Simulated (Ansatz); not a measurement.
# C2H9FN2Si: one species, many methods

How much do the methods differ for C2H9FN2Si? The plan is to run it at one geometry with functionals of several rungs and with coupled cluster, and see how far each lands from CCSD(T) at the basis-set limit for the atomisation energy.

The runs use Ansatz 0.2.0, Gaussian basis; functionals in def2-TZVPP, the program's frozen cores in correlated methods.

Plan: PBE-D4, r2SCAN-D4, PBE0-D4, B3LYP-D4, ωB97X-V, ωB97M-V, B2PLYP; CCSD(T)/def2-TZVPP; MP2/def2-QZVPP; extrapolation to the limit.

### Step 1. Structure used throughout

All runs share one geometry, relaxed beforehand with PBE0-D4 in a triple-zeta def2 set.

SMILES `CC[Si](N)(N)F`, 15 atoms, charge 0, spin multiplicity 1.

Atoms are counted from 1 here; the program's logs count them from 0.

Bond lengths: C1–C2 1.527 Å, C1–H7 1.093 Å, C1–H8 1.093 Å, C1–H9 1.093 Å, C2–Si3 1.862 Å, C2–H10 1.096 Å, C2–H11 1.097 Å, Si3–N4 1.704 Å, Si3–N5 1.700 Å, Si3–F6 1.609 Å, N4–H12 1.005 Å, N4–H13 1.005 Å, N5–H14 1.006 Å, N5–H15 1.007 Å. Angles: C2–C1–H7 111.8°, C2–C1–H8 111.5°, C2–C1–H9 111.1°, H7–C1–H8 107.6°, H7–C1–H9 107.4°, H8–C1–H9 107.2°, C1–C2–Si3 114.3°, C1–C2–H10 110.3°, C1–C2–H11 110.5°, Si3–C2–H10 107.4°, Si3–C2–H11 108.6°, H10–C2–H11 105.4°, C2–Si3–N4 118.3°, C2–Si3–N5 108.3°, C2–Si3–F6 105.3°, N4–Si3–N5 106.6°, N4–Si3–F6 103.5°, N5–Si3–F6 115.1° and more.

### Step 2. PBE-D4 (GGA)

in.yaml reads:

```yaml
crystal:
  periodic: [false, false, false]
  atoms:
    - {symbol: C, position_ang: [-0.029091, -0.414118, -1.841144]}
    - {symbol: C, position_ang: [0.234839, 0.788822, -0.938914]}
    - {symbol: Si, position_ang: [0.024084, 0.443336, 0.878832]}
    - {symbol: N, position_ang: [-1.460439, -0.200172, 1.412403]}
    - {symbol: N, position_ang: [1.230407, -0.655035, 1.357737]}
    - {symbol: F, position_ang: [0.089058, 1.882651, 1.594436]}
    - {symbol: H, position_ang: [0.094622, -0.163834, -2.897823]}
    - {symbol: H, position_ang: [0.648987, -1.240728, -1.615003]}
    - {symbol: H, position_ang: [-1.048342, -0.787771, -1.711039]}
    - {symbol: H, position_ang: [-0.440215, 1.612803, -1.195952]}
    - {symbol: H, position_ang: [1.246383, 1.178678, -1.105356]}
    - {symbol: H, position_ang: [-1.722748, -1.152436, 1.227320]}
    - {symbol: H, position_ang: [-2.254476, 0.389052, 1.594850]}
    - {symbol: H, position_ang: [2.151607, -0.636275, 0.953861]}
    - {symbol: H, position_ang: [1.235324, -1.044974, 2.285793]}
basis:
  gaussian: {orbitals: def2-TZVPP}
hamiltonian: {xc: pbe, dispersion: d4}
output: {forces: true, orbitals: {seedname: orbitals}}
```

Run with:

```console
> ansatz run in.yaml --threads 2 --pin off --events-out ev --progress --plain --max-ram 22528MiB --backend cuda --devices 0, --max-vram 18GiB
```

After this run come: r2SCAN-D4 (meta-GGA); PBE0-D4 (hybrid); B3LYP-D4 (hybrid); ωB97X-V (range-separated); ωB97M-V (range-separated); B2PLYP (double hybrid); CCSD(T) in def2-TZVPP; MP2 in def2-QZVPP.

Before running them: what should the planned runs give, taken together? Wanted: atomisation energy, CCSD(T)/CBS; farthest; mean size of error, hybrid; mean size of error, range-separated; gap, smallest and largest; T1 diagnostic; triples share of the correlation energy.

As calculated:

| quantity | value |
| --- | --- |
| atomisation energy, CCSD(T)/CBS | 5788.3 kJ/mol |
| functionals within 28.9 kJ/mol (0.5 %) | r2SCAN-D4, PBE0-D4, B3LYP-D4, ωB97X-V, ωB97M-V |
| farthest | PBE-D4 (+74.3 kJ/mol) |
| mean size of error, hybrid | 9.4 kJ/mol |
| mean size of error, range-separated | 13.6 kJ/mol |
| gap, smallest and largest | 5.85 eV (PBE-D4), 12.39 eV (ωB97X-V) |
| T1 diagnostic | 0.0100 |
| triples share of the correlation energy | 3.5 % |

What this shows: PBE-D4 is off by +74.3 kJ/mol. Double hybrids carry the basis error of their MP2 part in triple zeta, and no dispersion term here, so their miss is partly the set-up's. Misses under about 28.9 kJ/mol are within the doubt on the reference itself, which lacks core-valence correlation, relativity and higher excitations. Hartree-Fock recovers 72 % of the binding; the rest is correlation. The gap grows from 5.9 to 12.4 eV across the functionals, mostly with the share of exact exchange.
